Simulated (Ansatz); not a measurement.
# Cu(NH3)Cl (ClCuH₃N): structure and electronic state

What does Cu(NH3)Cl (ClCuH₃N) look like as a singlet, and where do its frontier electrons sit?

Method: RKS PBE0-D4/def2-TZVP; program: Ansatz 0.2.0, Gaussian basis.

Levels to be run: relaxation at B3LYP-D4/def2-TZVP; a search for the lowest solution at PBE0-D4/def2-SVP; a single point at PBE0-D4/def2-TZVP; harmonic vibrations at B3LYP-D4/def2-TZVP.

### Step 1. Where the work starts

6 atoms, charge 0, spin multiplicity 1.

Atoms are counted from 1 here; the program's logs count them from 0.

Bond lengths: Cu1–N2 1.911 Å, Cu1–Cl6 2.046 Å, N2–H3 1.016 Å, N2–H4 1.016 Å, N2–H5 1.016 Å. Angles: N2–Cu1–Cl6 179.3°, Cu1–N2–H3 109.6°, Cu1–N2–H4 109.1°, Cu1–N2–H5 109.5°, H3–N2–H4 109.5°, H3–N2–H5 109.6°, H4–N2–H5 109.6°.

As a file:

```xyz
6

Cu   -0.01322    0.00756   -1.10180
N     0.00157   -0.00122    0.80946
H    -0.41134    0.85880    1.15782
H     0.96185   -0.07220    1.13376
H    -0.53189   -0.79657    1.14885
Cl   -0.00698    0.00362   -3.14809
```

Formally the metal is d10. No spin-orbit coupling is included.

The start is a GFN2-xTB geometry.

### Step 2. Optimising with B3LYP-D4/def2-TZVP

Contents of in.yaml:

```yaml
crystal:
  periodic: [false, false, false]
  atoms:
    - {symbol: Cu, position_ang: [-0.013220, 0.007560, -1.101800]}
    - {symbol: N, position_ang: [0.001570, -0.001220, 0.809460]}
    - {symbol: H, position_ang: [-0.411340, 0.858800, 1.157820]}
    - {symbol: H, position_ang: [0.961850, -0.072200, 1.133760]}
    - {symbol: H, position_ang: [-0.531890, -0.796570, 1.148850]}
    - {symbol: Cl, position_ang: [-0.006980, 0.003620, -3.148090]}
basis:
  gaussian: {orbitals: def2-TZVP}
hamiltonian: {xc: {name: B3LYP}, dispersion: d4}
scf: {lower_state_search: "off"}
output: {orbitals: {seedname: orbitals}}
relax: {f_tol: 0.02, max_steps: 100}
```

Started as:

```bash
$ ansatz run in.yaml --threads 4 --pin off --events-out ev --progress --plain --max-ram 3916MiB
```

The log of the run (excerpt; [...] marks lines left out):

```text
Functional definition: B3LYP
  name "B3LYP"
  cite "Stephens, Devlin, Chabalowski & Frisch, J. Phys. Chem. 98, 11623 (1994) doi:10.1021/j100096a001"
  cite "Becke, Phys. Rev. A 38, 3098 (1988) doi:10.1103/PhysRevA.38.3098"
  cite "Lee, Yang & Parr, Phys. Rev. B 37, 785 (1988) doi:10.1103/PhysRevB.37.785"
  cite "Vosko, Wilk & Nusair, Can. J. Phys. 58, 1200 (1980) doi:10.1139/p80-159"
[...]
1092 factors; their error is unknown
[...]
mean field -58708.06092037 eV, -2157.4814450706 hartree, gradient 8.6e-6 eV, S^2 0.000000; 0 other end points of the search recorded, 0 dependent functions left out
[...]
reference -58708.06115947 eV, -2157.4814538576 hartree; 28, 28 occupied and 103, 103 virtual orbitals, 1092 factors
relax step   1: F+E_penalty+E_count = -58708.21135532 eV  Δ(F+E_penalty+E_count) = +0.000e0 eV  max|allowed force component| = 7.555e-1 eV/Å  Δτ_max = 0.0000 Å  (19 SCF iters, accepted)
[...]
relax step   3: F+E_penalty+E_count = -58708.25080420 eV  Δ(F+E_penalty+E_count) = -6.806e-3 eV  max|allowed force component| = 5.215e-2 eV/Å  Δτ_max = 0.0304 Å  (22 SCF iters, accepted)
[...]
relax step   4: F+E_penalty+E_count = -58708.25101155 eV  Δ(F+E_penalty+E_count) = -2.074e-4 eV  max|allowed force component| = 4.762e-3 eV/Å  Δτ_max = 0.0057 Å  (23 SCF iters, accepted)
Total energy: -58708.25125173 eV, -2157.4884396190 hartree
Atom 0 at    -0.005563     0.002916    -1.139146 Å, force     0.000370    -0.000165    -0.001227 eV/Å
Atom 1 at     0.003494    -0.001861     0.816870 Å, force     0.000081    -0.000073    -0.004762 eV/Å
Atom 2 at    -0.407455     0.849013     1.190708 Å, force     0.000055    -0.000205     0.001382 eV/Å
Atom 3 at     0.949496    -0.071238     1.181414 Å, force    -0.000305     0.000026     0.002124 eV/Å
Atom 4 at    -0.525946    -0.786296     1.186977 Å, force     0.000126     0.000264     0.001653 eV/Å
Atom 5 at    -0.014037     0.007457    -3.236824 Å, force    -0.000328     0.000153     0.000830 eV/Å
Dipole moment:     0.008195    -0.004350     1.867870 e Å
Checks for a lower state left out: stability, starts, cluster_reference, orbital_swaps, neighbouring_geometries, increment
```

Wall time 5.5 s (4 threads of Arm Neoverse V2, shared host).

Relaxation path:

| step | energy from step 1 (eV) | largest force component (eV/Å) |
| --- | --- | --- |
| 1 | 0.0000 | 0.7555 |
| 2 | -0.0326 | 0.1562 |
| 3 | -0.0394 | 0.0522 |
| 4 | -0.0397 | 0.0048 |

Close pairs (by a distance rule), those that changed most:

| bond | before (Å) | after (Å) | change (Å) |
| --- | --- | --- | --- |
| Cu1–Cl6 | 2.046 | 2.098 | +0.051 |
| Cu1–N2 | 1.911 | 1.956 | +0.045 |
| N2–H3 | 1.016 | 1.016 | +0.001 |
| N2–H4 | 1.016 | 1.016 | +0.000 |
| N2–H5 | 1.016 | 1.016 | +0.000 |

Bonds by kind at the end (by distance):

| bond | count | shortest (Å) | longest (Å) |
| --- | --- | --- | --- |
| Cu–N | 1 | 1.956 | 1.956 |
| Cl–Cu | 1 | 2.098 | 2.098 |
| H–N | 3 | 1.016 | 1.016 |

### Step 3. Searching for the lowest solution, PBE0-D4/def2-SVP

start.molden holds the orbitals of an earlier run on this state, given as this run's starting guess.

Contents of in.yaml:

```yaml
crystal:
  periodic: [false, false, false]
  atoms:
    - {symbol: Cu, position_ang: [-0.005563, 0.002916, -1.139146]}
    - {symbol: N, position_ang: [0.003494, -0.001861, 0.816870]}
    - {symbol: H, position_ang: [-0.407455, 0.849013, 1.190708]}
    - {symbol: H, position_ang: [0.949496, -0.071238, 1.181414]}
    - {symbol: H, position_ang: [-0.525946, -0.786296, 1.186977]}
    - {symbol: Cl, position_ang: [-0.014037, 0.007457, -3.236824]}
basis:
  gaussian: {orbitals: def2-SVP, initial_orbitals: start.molden}
hamiltonian: {xc: pbe0, dispersion: d4}
output: {orbitals: {seedname: orbitals}}
```

The command is unchanged.

The log of the run:

```text
Functional definition: PBE0
  name "PBE0"
  cite "Adamo & Barone, J. Chem. Phys. 110, 6158 (1999) doi:10.1063/1.478522"
  cite "Perdew, Burke & Ernzerhof, Phys. Rev. Lett. 77, 3865 (1996) doi:10.1103/PhysRevLett.77.3865"
  parent pbe
  parameter a = 0.25
  parameter kappa = 0.804
  parameter beta = 0.06672455060314922
  exchange = (1 - a)*pbe_x(kappa = kappa, mu = beta*pi^2/3) + a*exact_x
  correlation = pbe_c(beta = beta)
808 factors; integrals over basis functions are off by at most 1.1e-3 eV
mean field evaluation 1: about -58680.3343 eV, gradient 1.3e1 eV
mean field evaluation 2: about -58680.6325 eV, gradient 4.8e-1 eV
mean field evaluation 4: about -58680.8027 eV, gradient 2.1e-3 eV
mean field evaluation 8: about -58674.7813 eV, gradient 5.8e1 eV
mean field evaluation 16: about -58680.8026 eV, gradient 1.4e-1 eV
mean field -58680.80268807 eV, -2156.4797235100 hartree, gradient 3.4e-5 eV, S^2 0.000000; 1 other end points of the search recorded, 0 dependent functions left out
reference -58680.80272841 eV, -2156.4797249925 hartree; 28, 28 occupied and 50, 50 virtual orbitals, 808 factors
Total energy: -58680.87932729 eV, -2156.4825399493 hartree
```

Wall time 1.1 s (4 threads of Arm Neoverse V2, shared host).

HOMO -5.97 eV, LUMO -0.47 eV.

### Step 4. Single point, PBE0-D4/def2-TZVP

in.yaml, as its differences from that of step 3:

```diff
@@ -10,4 +10,5 @@
 basis:
-  gaussian: {orbitals: def2-SVP, initial_orbitals: start.molden}
+  gaussian: {orbitals: def2-TZVP, initial_orbitals: start.molden}
 hamiltonian: {xc: pbe0, dispersion: d4}
-output: {orbitals: {seedname: orbitals}}
+scf: {omitted_lower_state_checks: [starts]}
+output: {forces: true, orbitals: {seedname: orbitals}}
```

Same command.

The log of the run (excerpt; [...] marks lines left out):

```text
Functional definition: PBE0
  name "PBE0"
  cite "Adamo & Barone, J. Chem. Phys. 110, 6158 (1999) doi:10.1063/1.478522"
  cite "Perdew, Burke & Ernzerhof, Phys. Rev. Lett. 77, 3865 (1996) doi:10.1103/PhysRevLett.77.3865"
  parent pbe
[...]
1097 factors; their error is unknown
[...]
mean field -58693.64524880 eV, -2156.9516789118 hartree, gradient 2.6e-5 eV, S^2 0.000000; 0 other end points of the search recorded, 0 dependent functions left out
[...]
reference -58693.64528111 eV, -2156.9516800990 hartree; 28, 28 occupied and 103, 103 virtual orbitals, 1097 factors
Total energy: -58693.72187998 eV, -2156.9544950557 hartree
Atom 0 at    -0.005563     0.002916    -1.139146 Å, force     0.000215    -0.000076    -0.058861 eV/Å
Atom 1 at     0.003494    -0.001861     0.816870 Å, force    -0.000420     0.000200    -0.114568 eV/Å
Atom 2 at    -0.407455     0.849013     1.190708 Å, force     0.023857    -0.049452    -0.016533 eV/Å
Atom 3 at     0.949496    -0.071238     1.181414 Å, force    -0.055018     0.004021    -0.015263 eV/Å
Atom 4 at    -0.525946    -0.786296     1.186977 Å, force     0.030790     0.045638    -0.016046 eV/Å
Atom 5 at    -0.014037     0.007457    -3.236824 Å, force     0.000576    -0.000330     0.221271 eV/Å
Dipole moment:     0.008292    -0.004402     1.893291 e Å
Checks for a lower state left out: starts
```

It took 1.8 s on 4 threads of Arm Neoverse V2, shared host.

From the report: HOMO -6.54 eV, LUMO -0.83 eV.

Mulliken charges, from this run's orbitals:

| atom | value (e) |
| --- | --- |
| Cu1 | 0.26 |
| N2 | -0.63 |
| H3 | 0.28 |
| H4 | 0.28 |
| H5 | 0.28 |
| Cl6 | -0.47 |

Largest Mayer bond orders: Cu1–Cl6 0.94; N2–H3 0.92; N2–H4 0.92; N2–H5 0.92; Cu1–N2 0.48.

The fields below are evaluated on a grid from the run's orbitals.

Frontier orbitals at PBE0-D4/def2-TZVP, with the share of their density that lies nearest to each atom:

| orbital | energy (eV) | lies on |
| --- | --- | --- |
| HOMO-1 | -6.54 | Cl6 69 %; Cu1 30 % |
| HOMO | -6.54 | Cl6 69 %; Cu1 30 % |
| LUMO | -0.83 | H3, H4, H5 about 23 % each; Cu1 17 %; N2 7 % |

ELF in a plane through or near 3 of the atoms.

Ten even steps from ' ' (0.00) to '@' (0.92):
```
                                                        
                                                        
                                                        
                                                        
                    ....        ..      ..::::..        
                  ::==--..    ..........--++++--..      
                ..++####==............==##%%%%**--..    
                ..++%%%%**==....::....++%%@@@@%%++..    
                ..++%%%%##%%--::**++..####++##@@**::    
                ..==##==++@@--==++**::%%--++--@@##::    
                ..==##==++@@--==++**::%%--**--@@##::    
                ::++%%%%##%%--::**++..####==##@@**::    
                ::##@@@@##==....::....++%%@@@@%%++..    
                ::##@@@@++............==##%%%%**--..    
                  ==##++..    ..........--++++--..      
                  ..--::        ..      ..::::..        
                                                        
                                                        
                                                        
                                                        
```
The map spans 11.7 Å across and 6.9 Å up, centred on the molecule. Atoms in the plane (x, y in Å): Cu1 (1.1, 0.0), N2 (-0.8, 0.0), Cl6 (3.2, 0.0).

On the surface of density 0.002 e/bohr³ the electrostatic potential runs, from the 1st to the 99th percentile, from -1.97 V near Cl6 to 3.07 V near H4.

### Step 5. Vibrations by finite differences

in.yaml, as its differences from that of step 4:

```diff
@@ -10,5 +10,5 @@
 basis:
-  gaussian: {orbitals: def2-TZVP, initial_orbitals: start.molden}
-hamiltonian: {xc: pbe0, dispersion: d4}
+  gaussian: {orbitals: def2-TZVP}
+hamiltonian: {xc: {name: B3LYP}, dispersion: d4}
 scf: {omitted_lower_state_checks: [starts]}
-output: {forces: true, orbitals: {seedname: orbitals}}
+phonons: {temperatures: {t_min: 298.15, t_max: 900, t_step: 200}}
```

Launched as before.

The log of the run (excerpt; [...] marks lines left out):

```text
Functional definition: B3LYP
  name "B3LYP"
  cite "Stephens, Devlin, Chabalowski & Frisch, J. Phys. Chem. 98, 11623 (1994) doi:10.1021/j100096a001"
  cite "Becke, Phys. Rev. A 38, 3098 (1988) doi:10.1103/PhysRevA.38.3098"
  cite "Lee, Yang & Parr, Phys. Rev. B 37, 785 (1988) doi:10.1103/PhysRevB.37.785"
  cite "Vosko, Wilk & Nusair, Can. J. Phys. 58, 1200 (1980) doi:10.1139/p80-159"
[...]
1092 factors; their error is unknown
[...]
mean field -58708.10314779 eV, -2157.4829968999 hartree, gradient 7.5e-5 eV, S^2 0.000000; 0 other end points of the search recorded, 0 dependent functions left out
[...]
reference -58708.10338798 eV, -2157.4830057264 hartree; 28, 28 occupied and 103, 103 virtual orbitals, 1092 factors
[...]
1092 factors; their error is unknown
[...]
reference -58708.10340026 eV, -2157.4830061778 hartree; 28, 28 occupied and 103, 103 virtual orbitals, 1092 factors
Total energy: -58708.25125172 eV, -2157.4884396186 hartree
Atom 0 at    -0.005563     0.002916    -1.139146 Å, force     0.000369    -0.000165    -0.001222 eV/Å
Atom 1 at     0.003494    -0.001861     0.816870 Å, force     0.000100    -0.000076    -0.004770 eV/Å
Atom 2 at    -0.407455     0.849013     1.190708 Å, force     0.000048    -0.000201     0.001385 eV/Å
Atom 3 at     0.949496    -0.071238     1.181414 Å, force    -0.000316     0.000023     0.002120 eV/Å
Atom 4 at    -0.525946    -0.786296     1.186977 Å, force     0.000126     0.000265     0.001657 eV/Å
Atom 5 at    -0.014037     0.007457    -3.236824 Å, force    -0.000328     0.000153     0.000830 eV/Å
Dipole moment:     0.008195    -0.004350     1.867870 e Å
Vibrations: 112.63 112.66 350.05 461.33 605.67 605.70 1226.19 1659.84 1659.87 3448.90 3546.38 3546.40 cm⁻¹, zero-point energy 1.074672 eV
Checks for a lower state left out: starts
```

Run time: 45 s. Hardware: 4 threads of Arm Neoverse V2, shared host.

Motions are named by where the mode's potential energy lies. The modes, unscaled (a negative number is an imaginary wavenumber):

| mode | cm⁻¹ | motion |
| --- | --- | --- |
| 1 | 113 | bend |
| 2 | 113 | bend |
| 3 | 350 | Cu–Cl and Cu–N stretch |
| 4 | 461 | Cu–N and Cu–Cl stretch |
| 5 | 606 | bend |
| 6 | 606 | bend |
| 7 | 1226 | bend |
| 8 | 1660 | bend |
| 9 | 1660 | bend |
| 10 | 3449 | N–H stretch |
| 11 | 3546 | N–H stretch |
| 12 | 3546 | N–H stretch |

### Step 6. Summary of results

| quantity | value |
| --- | --- |
| point group | C3v |
| near neighbours of the metal | N 1.96, Cl 2.10 Å |
| HOMO, LUMO at PBE0-D4/def2-TZVP | -6.54, -0.83 eV |
| charge on the metal (Mulliken, PBE0-D4/def2-TZVP) | +0.26 e |
| dipole at B3LYP-D4/def2-TZVP | 8.97 D |
| lowest, highest wavenumber | 113, 3546 cm⁻¹ |

In words: The molecule keeps its bonding pattern by the stored test; the atoms moved 0.05 Å (rms). The metal has 2 near neighbours by the distance rule, from 1.96 to 2.10 Å. The Mulliken charge of the metal, +0.26 e, depends on the basis and isn't its oxidation state. All wavenumbers are real: a minimum at this level. The HOMO lies nearest to Cl6 69 %; Cu1 30 % and the LUMO to H3, H4, H5 about 23 % each; Cu1 17 %. Whether this spin is the lowest isn't tested here.
